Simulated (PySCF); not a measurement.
# C9H10: the cost of one run

Computed with PySCF 2.14.0 and routines of our own; the level stands in each step. Atoms count from 0.

## (1) The system as given

19 atoms, charge 0, multiplicity 1; geometry from: GFN2-xTB.

## (2) Magnetic properties: GIAO PBE0/pcSseg-1

Job settings and geometry (Å):

```
{"job": {"kind": "mag", "xc": "PBE0", "basis": "pcSseg-1", "isotopologues": 0}, "charge": 0, "multiplicity": 1}
C      2.340241     0.859706    -0.587640
C      1.144621     0.865734    -1.168101
C      0.271368    -0.002642    -0.318445
C     -1.153821    -0.240579    -0.675204
C     -2.231505     0.602323    -0.053674
C     -2.104624    -0.842561     0.316074
C      0.767854     0.091673     1.115794
C      2.194449    -0.007821     0.612906
C      1.151613    -1.068721     0.324648
H      3.247238     1.353160    -0.876146
H      0.811896     1.366381    -2.055551
H     -1.290872    -0.519470    -1.714500
H     -3.066398     0.908832    -0.664949
H     -1.930565     1.341088     0.673249
H     -1.732870    -1.087253     1.299038
H     -2.851221    -1.533337    -0.045948
H      0.317990     0.248865     2.073767
H      3.015583    -0.196590     1.287883
H      1.089220    -2.129538     0.449338
```

Method: GIAO PBE0/pcSseg-1 magnetisability, rotational g tensor and spin-rotation constants, non-relativistic, gas phase.

On the command line:

```sh
> OMP_NUM_THREADS=1 python excited_run.py task.json out
```

One launch serves the whole session: the jobs run in the order shown.

Q: Estimate the wall time and peak memory of this first job on 1 thread of Arm Neoverse N1, shared host.

About 77 s, with a peak of 1 GiB.
